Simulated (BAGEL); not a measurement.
**CH5BOSi (SMILES B[SiH2]C=O) at HF/3-21G (density fitting with qzvpp-jkfit)**

Aim: the vertical ionisation energy of CH5BOSi at HF/3-21G (density fitting with qzvpp-jkfit), from 2 runs. 

The results are computed with BAGEL 1.2.2.

1 further run of the same task is left out (it didn't finish). Runs told in other sessions of the task aren't counted.

## Step 1: The system as given

CH5BOSi: 9 atoms, total charge 0, spin state singlet. As SMILES, `B[SiH2]C=O`. The coordinates come from a PBE0-D4/def2-TZVP relaxation. This is one conformer, not always the lowest.

Bond lengths: B1–Si2 2.006 Å, Si2–C3 1.933 Å, C3–O4 1.202 Å, B1–H5 1.196 Å, B1–H6 1.194 Å, Si2–H7 1.484 Å, Si2–H8 1.495 Å, C3–H9 1.118 Å. Some angles: B1–Si2–C3 108.4°, Si2–C3–O4 123.6°, B1–Si2–H7 117.0°, B1–Si2–H8 106.3°, C3–Si2–H7 108.9°, C3–Si2–H8 105.6°, Si2–B1–H5 119.1°, Si2–B1–H6 123.0°, Si2–C3–H9 116.8°, O4–C3–H9 119.6°.

## Step 2: The energy at HF/3-21G (density fitting with qzvpp-jkfit)

input.json

```json
{ "bagel" : [

{
  "title" : "molecule",
  "basis" : "3-21g",
  "df_basis" : "qzvpp-jkfit",
  "angstrom" : true,
  "geometry" : [
    { "atom" : "B", "xyz" : [      -0.950100,       0.850000,      -1.073100 ] },
    { "atom" : "Si", "xyz" : [       0.610800,      -0.206000,      -0.386500 ] },
    { "atom" : "C", "xyz" : [       0.330600,      -0.553700,       1.494500 ] },
    { "atom" : "O", "xyz" : [       1.022800,      -0.098400,       2.365800 ] },
    { "atom" : "H", "xyz" : [      -2.057600,       0.518200,      -0.767000 ] },
    { "atom" : "H", "xyz" : [      -0.828800,       1.799400,      -1.786900 ] },
    { "atom" : "H", "xyz" : [       1.958100,       0.387600,      -0.570700 ] },
    { "atom" : "H", "xyz" : [       0.542000,      -1.540900,      -1.055900 ] },
    { "atom" : "H", "xyz" : [      -0.539200,      -1.202400,       1.762900 ] }
  ]
},

{
  "title" : "hf"
},

{
  "title" : "print",
  "file" : "orbitals.molden",
  "orbitals" : true
}

]}
```

Run with:

```sh
$ BAGEL_NUM_THREADS=1 BAGEL input.json > input.out
```

What it wrote:

```text
* using 1 threads per process

  ===============================================================
  ===============================================================

  *** Geometry ***

  { "atom" : "B", "xyz" : [     -1.795429,      1.606267,     -2.027865 ] },
  { "atom" : "Si", "xyz" : [      1.154245,     -0.389284,     -0.730379 ] },
  { "atom" : "C", "xyz" : [      0.624743,     -1.046341,      2.824196 ] },
  { "atom" : "O", "xyz" : [      1.932812,     -0.185949,      4.470714 ] },
  { "atom" : "H", "xyz" : [     -3.888300,      0.979256,     -1.449420 ] },
  { "atom" : "H", "xyz" : [     -1.566205,      3.400373,     -3.376752 ] },
  { "atom" : "H", "xyz" : [      3.700273,      0.732458,     -1.078467 ] },
  { "atom" : "H", "xyz" : [      1.024232,     -2.911879,     -1.995362 ] },
  { "atom" : "H", "xyz" : [     -1.018940,     -2.272207,      3.331398 ] },

  Number of auxiliary basis functions:      445

  Since a DF basis is specified, we compute 2- and 3-index integrals:
    o Being stored without compression. Storage requirement is 0.009 GB

  Number of basis functions:       50
  Number of electrons      :       38

    * METHOD: MOLECULE                             0.10

  *** RHF ***

  === Nuclear Repulsion ===
   133.9310177339

      * DIIS with orbital gradients will be used.

  === RHF iteration (3-21g) ===
      0       -426.71088980          0.02509014           0.02
      1       -426.78177954          0.02144262           0.02
      2       -426.85868192          0.00223477           0.02
      3       -426.86147499          0.00070594           0.02
      4       -426.86177602          0.00031297           0.02
      5       -426.86185363          0.00009056           0.02
      6       -426.86185737          0.00002025           0.02
      7       -426.86185761          0.00000690           0.02
      8       -426.86185764          0.00000256           0.02
      9       -426.86185765          0.00000160           0.02
     10       -426.86185766          0.00000078           0.02
     11       -426.86185766          0.00000027           0.02
     12       -426.86185766          0.00000009           0.02
     13       -426.86185766          0.00000004           0.02
     14       -426.86185766          0.00000002           0.02
     15       -426.86185766          0.00000001           0.02
    * SCF iteration converged.

    * Permanent dipole moment:
           (    0.625379,     0.186325,     0.872347) a.u.

    * METHOD: HF                                   0.35

    * METHOD: PRINT                                0.00

  ===============================================================
```

Wall time 0.58 s (1 thread of Intel Xeon 6975P-C (Granite Rapids), shared host).

## Step 3: The doublet cation, same level

job.json

```json
{ "bagel": [

{
  "title": "molecule",
  "basis": "3-21g",
  "df_basis": "qzvpp-jkfit",
  "angstrom": true,
  "geometry": [
    { "atom": "B", "xyz": [   -0.950100,    0.850000,   -1.073100 ] },
    { "atom": "Si", "xyz": [    0.610800,   -0.206000,   -0.386500 ] },
    { "atom": "C", "xyz": [    0.330600,   -0.553700,    1.494500 ] },
    { "atom": "O", "xyz": [    1.022800,   -0.098400,    2.365800 ] },
    { "atom": "H", "xyz": [   -2.057600,    0.518200,   -0.767000 ] },
    { "atom": "H", "xyz": [   -0.828800,    1.799400,   -1.786900 ] },
    { "atom": "H", "xyz": [    1.958100,    0.387600,   -0.570700 ] },
    { "atom": "H", "xyz": [    0.542000,   -1.540900,   -1.055900 ] },
    { "atom": "H", "xyz": [   -0.539200,   -1.202400,    1.762900 ] }
  ]
},
{ "title": "uhf", "charge": 1, "nopen": 1 },
{ "title": "print", "file": "orbitals.molden", "orbitals": true }

]}
```

Run with:

```sh
$ BAGEL_NUM_THREADS=1 BAGEL job.json > job.out
```

What it wrote:

```text
* using 1 threads per process

  ===============================================================
  ===============================================================

  *** Geometry ***

  { "atom" : "B", "xyz" : [     -1.795429,      1.606267,     -2.027865 ] },
  { "atom" : "Si", "xyz" : [      1.154245,     -0.389284,     -0.730379 ] },
  { "atom" : "C", "xyz" : [      0.624743,     -1.046341,      2.824196 ] },
  { "atom" : "O", "xyz" : [      1.932812,     -0.185949,      4.470714 ] },
  { "atom" : "H", "xyz" : [     -3.888300,      0.979256,     -1.449420 ] },
  { "atom" : "H", "xyz" : [     -1.566205,      3.400373,     -3.376752 ] },
  { "atom" : "H", "xyz" : [      3.700273,      0.732458,     -1.078467 ] },
  { "atom" : "H", "xyz" : [      1.024232,     -2.911879,     -1.995362 ] },
  { "atom" : "H", "xyz" : [     -1.018940,     -2.272207,      3.331398 ] },

  Number of auxiliary basis functions:      445

  Since a DF basis is specified, we compute 2- and 3-index integrals:
    o Being stored without compression. Storage requirement is 0.009 GB

  Number of basis functions:       50
  Number of electrons      :       38

    * METHOD: MOLECULE                             0.10

  *** Open-shell HF ***

  === Nuclear Repulsion ===
   133.9310177339

      * DIIS with orbital gradients will be used.

  === UHF iteration (3-21g) ===
      0       -426.34477376          0.05051559           0.03
      1       -426.40673107          0.05579229           0.03
      2       -426.43081649          0.05150211           0.03
      3       -426.54519771          0.00461486           0.03
      4       -426.55315561          0.00377389           0.03
      5       -426.56023521          0.00207275           0.03
      6       -426.56292754          0.00061822           0.03
      7       -426.56323103          0.00027542           0.03
      8       -426.56334543          0.00017276           0.03
      9       -426.56338689          0.00015263           0.03
     10       -426.56343365          0.00009109           0.03
     11       -426.56346411          0.00004392           0.03
     12       -426.56346838          0.00002367           0.03
     13       -426.56346909          0.00001195           0.03
     14       -426.56346925          0.00000618           0.03
     15       -426.56346930          0.00000289           0.03
     16       -426.56346931          0.00000138           0.03
     17       -426.56346931          0.00000069           0.03
     18       -426.56346931          0.00000041           0.03
     19       -426.56346931          0.00000020           0.03
     20       -426.56346931          0.00000016           0.03
     21       -426.56346931          0.00000011           0.03
     22       -426.56346931          0.00000008           0.03
     23       -426.56346931          0.00000003           0.03
     24       -426.56346931          0.00000002           0.03
     25       -426.56346931          0.00000001           0.03
     26       -426.56346931          0.00000000           0.03
    * SCF iteration converged.

    * S^2 (UHF) is 0.7942

    * Permanent dipole moment:
           (    0.511710,     0.613020,    -0.558469) a.u.

    * METHOD: UHF                                  0.97

    * METHOD: PRINT                                0.00

  ===============================================================
```

It took 1.2 s on 1 thread of Intel Xeon 6975P-C (Granite Rapids), shared host.

## Step 4: What came out

Level: HF/3-21G (density fitting with qzvpp-jkfit).

| quantity | value |
| --- | --- |
| singlet CH5BOSi: total energy | -426.86186 Eh |
| singlet CH5BOSi: dipole moment | 2.77 D |
| singlet CH5BOSi: HOMO energy | -10.26 eV |
| singlet CH5BOSi: LUMO energy | 0.99 eV |
| singlet CH5BOSi: HOMO–LUMO gap | 11.26 eV |
| doublet cation: total energy | -426.56347 Eh |
| doublet cation: ⟨S²⟩ | 0.794 |
| vertical ionisation energy (to the doublet cation) | 8.120 eV |

The vertical ionisation energy comes to 8.12 eV (783 kJ/mol). The negative HOMO energy of the first species, 10.26 eV, lies 2.14 eV above that difference.
